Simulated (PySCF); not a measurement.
# C2H6O3Si: the cost of one run

The runs use PySCF 2.14.0, with density-fitted response routines of our own; the level of theory stands in each step. All values are computed, except where a source is named. Atoms count from 0, in the outputs and in this text.

## (1) The starting structure

12 atoms, charge 0, multiplicity 1; geometry from: GFN2-xTB. The atoms were then displaced at random by about 0.01 Å, so the start is not that level's minimum.

Bonds of the start (Å): O0–C1 1.19, C1–C2 1.49, C2–O3 1.43, O3–Si4 1.62, Si4–O5 1.62, C1–H6 1.09, C2–H7 1.08, C2–H8 1.12, Si4–H9 1.44, Si4–H10 1.47, O5–H11 0.96.

## (2) Optimising the geometry at PBE0-D3(BJ)/def2-SVP

Job settings and geometry (Å):

```
{"job": {"xc": "PBE0", "basis": "def2-SVP", "d3": "d3bj", "grid": 1, "shake": 0.01, "kind": "geom"}, "charge": 0, "multiplicity": 1}
O     -1.021580     1.594950    -0.224250
C     -1.707080     0.645810     0.002880
C     -1.154170    -0.720680     0.227770
O      0.269560    -0.782390     0.174970
Si     1.323740     0.394710    -0.164040
O      2.730650    -0.377560     0.044440
H     -2.794560     0.688060     0.068500
H     -1.558380    -1.387310    -0.520880
H     -1.481220    -1.057570     1.243040
H      1.196220     0.834970    -1.531230
H      1.407710     1.435810     0.865760
H      2.828800    -1.297060    -0.196000
```

The run is started by

```bash
$ OMP_NUM_THREADS=1 python probes_run.py task.json out
```

The driver reads the jobs from task.json and runs them one after another.

**Question.** How long does this first job take on 1 thread of Arm Neoverse V1, shared host, and how much memory does it need?

About 59 s, with a peak of 0.51 GiB.
